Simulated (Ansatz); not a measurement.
Predict the output of the script below (Ansatz 0.2.0, Python API).

Script `bend.py`:
```python
"""Energy of FGeH4OSi against one bond angle."""

import ansatz as az
from ase import Atoms

BASIS_SET = "def2-SVP"
FUNCTIONAL = "pbe"
FMAX = 0.02


def main() -> None:
    atoms = Atoms(["O", "Ge", "F", "Si", "H", "H", "H", "H"], positions=[
        [1.6688, 1.4234, -0.0553],
        [0.8458, 0.1366, 0.8485],
        [1.9359, -1.2057, 0.9657],
        [-0.9863, -0.542, -0.2612],
        [0.9537, 2.1914, -0.0729],
        [-1.9957, 0.5922, -0.3723],
        [-0.6735, -1.026, -1.5977],
        [-1.6566, -1.627, 0.4895],
    ])

    # start the scan from a relaxed geometry
    first = (
        az.Crystal.molecule_from_ase(atoms).calculation()
        .basis(gaussian=BASIS_SET)
        .functional(FUNCTIONAL)
        .spin("collinear", total=1)
        .relax(force_tolerance=FMAX, max_steps=80)
    )
    atoms.positions = first.run().report["positions_ang"]

    rows = []
    for angle in [90, 100, 110, 120, 135, 150, 165, 179]:
        bent = atoms.copy()
        bent.set_angle(1, 0, 4, angle, indices=[4])
        model = (
            az.Crystal.molecule_from_ase(bent).calculation()
            .basis(gaussian=BASIS_SET)
            .functional(FUNCTIONAL)
            .spin("collinear", total=1)
        )
        rows.append((angle, model.run().report["free_energy_ev"]))
    floor = min(e for _, e in rows)
    for angle, e in rows:
        print(f"angle Ge1-O0-H4 = {angle:3d} deg   {1000 * (e - floor):9.1f} meV")


if __name__ == "__main__":
    main()
```

Output of `python bend.py`:
```text
angle Ge1-O0-H4 =  90 deg       180.7 meV
angle Ge1-O0-H4 = 100 deg        44.1 meV
angle Ge1-O0-H4 = 110 deg         0.0 meV
angle Ge1-O0-H4 = 120 deg        23.9 meV
angle Ge1-O0-H4 = 135 deg       140.0 meV
angle Ge1-O0-H4 = 150 deg       291.9 meV
angle Ge1-O0-H4 = 165 deg       417.4 meV
angle Ge1-O0-H4 = 179 deg       468.4 meV
```

The scan is rigid, and the energies are electronic, in a modest basis. The zero is the lowest point of the grid, which needn't be the minimum. The species is open-shell (spin multiplicity 2). Wall time of the script: 78 s on 1 thread of Arm Neoverse V2, on a shared host, peak memory 0.25 GiB.
